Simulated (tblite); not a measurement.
# Cl7H26Mg9N7S3: the cost of one run

Programs: tblite 0.8.0 and PySCF 2.14.0, with routines of our own; each step states its level. All values are computed. Atoms count from 0.

## 1. The system as given

52 atoms, charge 0, multiplicity 1; geometry from: force field, distance geometry or constructed start.

## 2. Optimising the geometry with GFN1-xTB

Job settings and geometry (Å):

```
{"job": {"kind": "relax", "xc": "GFN1-xTB", "basis": "xTB"}, "charge": 0, "multiplicity": 1}
Mg    -4.656800     1.496100     0.528300
Mg     3.282900    -0.793800    -2.721700
Mg    -0.682600    -0.798700    -2.713800
Mg     1.298500    -1.939200     0.523700
Mg    -2.675800    -1.944800     0.533300
Mg    -0.691100    -5.385600     0.527300
Mg     1.299300     2.646800    -2.718100
Mg     3.289500     1.500600     0.531400
Mg    -0.685100     1.495800     0.529500
Cl    -4.664500    -0.797200    -0.279700
Cl    -2.676900     2.643900    -0.283400
Cl     1.296700    -1.945600    -3.526000
S      3.282700    -0.795700    -0.276300
Cl     3.288300     1.497300    -3.528700
S     -0.690000    -0.791300    -0.281100
Cl    -0.689700     1.498500    -3.519700
Cl     1.299600    -4.236100    -0.280400
Cl    -2.675900    -4.241400    -0.282300
S      1.298600     2.646900    -0.278800
N     -2.326200    -1.743000    -3.382100
H     -2.357700    -1.755400    -4.420000
H     -2.356300    -2.724900    -3.053900
H     -3.189700    -1.271000    -3.047100
N      3.281900     1.493600     2.538400
H      2.449000     1.016900     2.915200
H      4.117700     1.013400     2.916800
H      3.286800     2.467400     2.913600
N     -4.662300     1.498500     2.541100
H     -5.498800     1.014700     2.912300
H     -3.823000     1.014700     2.917700
H     -4.658100     2.465700     2.913200
N      1.297300     4.541500    -3.384600
H      1.298200     4.570800    -4.423400
H      0.463700     5.053000    -3.050000
H      2.138000     5.056100    -3.057000
N     -0.687300    -5.382900     2.537000
H     -1.526200    -5.868600     2.910200
H      0.150700    -5.866200     2.911700
H     -0.686700    -4.421800     2.914200
N      4.922500     2.448900    -0.138900
H      4.953700     3.425600     0.194800
H      5.797300     1.971500     0.194700
H      4.958700     2.461700    -1.180400
N     -0.685200     1.497400     2.538100
H     -1.529100     1.983200     2.916700
H     -0.689700     0.532300     2.910900
H      0.152200     1.981600     2.913700
H      4.706500    -1.614100    -3.292500
H     -2.673200    -1.943200     2.270100
H      1.301100    -1.942900     2.271900
H     -0.688700    -7.032900    -0.047000
H     -6.075800     2.319500    -0.050400
```

The run is started by

```bash
OMP_NUM_THREADS=4 python large_run.py task.json out
```

One launch serves the whole session: the jobs run in the order shown.

**Question.** How long does this first job take on 4 threads of Arm Neoverse V1, shared host, and how much memory does it need?

About 20 s, with a peak of 0.16 GiB.
